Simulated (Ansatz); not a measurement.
# Al5Cu: the cost of one run

Method: DFT PBE, scalar-relativistic, plane waves, PAW, in Ansatz 0.2.0.

## 1. The starting structure

Symmetry: P-3m1, No. 164, trigonal system. Conventional cell: a = 2.777 Å, b = 2.777 Å, c = 13.605 Å, α = 90.00°, β = 90.00°, γ = 120.00°. Al (site symmetry -3m) has 12 Al at 2.78 Å as nearest neighbours. Around Al (site symmetry 3m) lie 12 Al at 2.78 Å. Al (site symmetry 3m) is surrounded by 9 Al at 2.78 Å and 3 Cu at 2.78 Å. Cu (site symmetry -3m) has 6 Cu at 2.78 Å and 6 Al at 2.78 Å as nearest neighbours.

As a file:

```
Al Cu
1.0
     2.77720    0.00000    0.00000
    -1.38860    2.40513    0.00000
     0.00000    0.00000   13.60545
Al Cu
5 1
Cartesian
  0.0000 0.0000 0.0000
  0.0000 1.6034 11.3379
  1.3886 0.8017 9.0703
  0.0000 1.6034 4.5351
  1.3886 0.8017 2.2676
  0.0000 0.0000 6.8027
```

The start is an ordering of an alloy on its end members' structure types: elements ordered on the sites of the Sr type, Cu/Al on Sr (P-3m1, No. 164).

## 2. Probe: one point on a coarse mesh

The input, input.yaml:

```yaml
crystal:
  lattice:
    - [2.77720016, 0.0, 0.0]
    - [-1.38860008, 2.40512589, 0.0]
    - [0.0, 0.0, 13.60544663]
  atoms:
    - { symbol: Al, position: [0.0, 0.0, 0.0] }
    - { symbol: Al, position: [0.33333333, 0.66666667, 0.83333333] }
    - { symbol: Al, position: [0.66666667, 0.33333333, 0.66666667] }
    - { symbol: Al, position: [0.33333333, 0.66666667, 0.33333333] }
    - { symbol: Al, position: [0.66666667, 0.33333333, 0.16666667] }
    - { symbol: Cu, position: [0.0, 0.0, 0.5] }
basis:
  ecutwfc: 420
kpoints:
  mp_grid: { grid: [6, 6, 2] }
hamiltonian:
  xc: pbe
scf:
  occupations: { method: gaussian, width: 0.1 }
  lower_state_search: "off"
output:
  forces: true
  stress: true
  eigenvalues: true
```

On the command line:

```console
$ ansatz run input.yaml --threads 1 --pin off --max-ram 2560MiB --backend cpu --events-out ev --progress --plain --runs-dir out
```

**Question.** How long does this run take on 1 thread of Arm Neoverse V2, shared host, and how much memory does it need?

About 1.7 s, with a peak of 0.33 GiB.
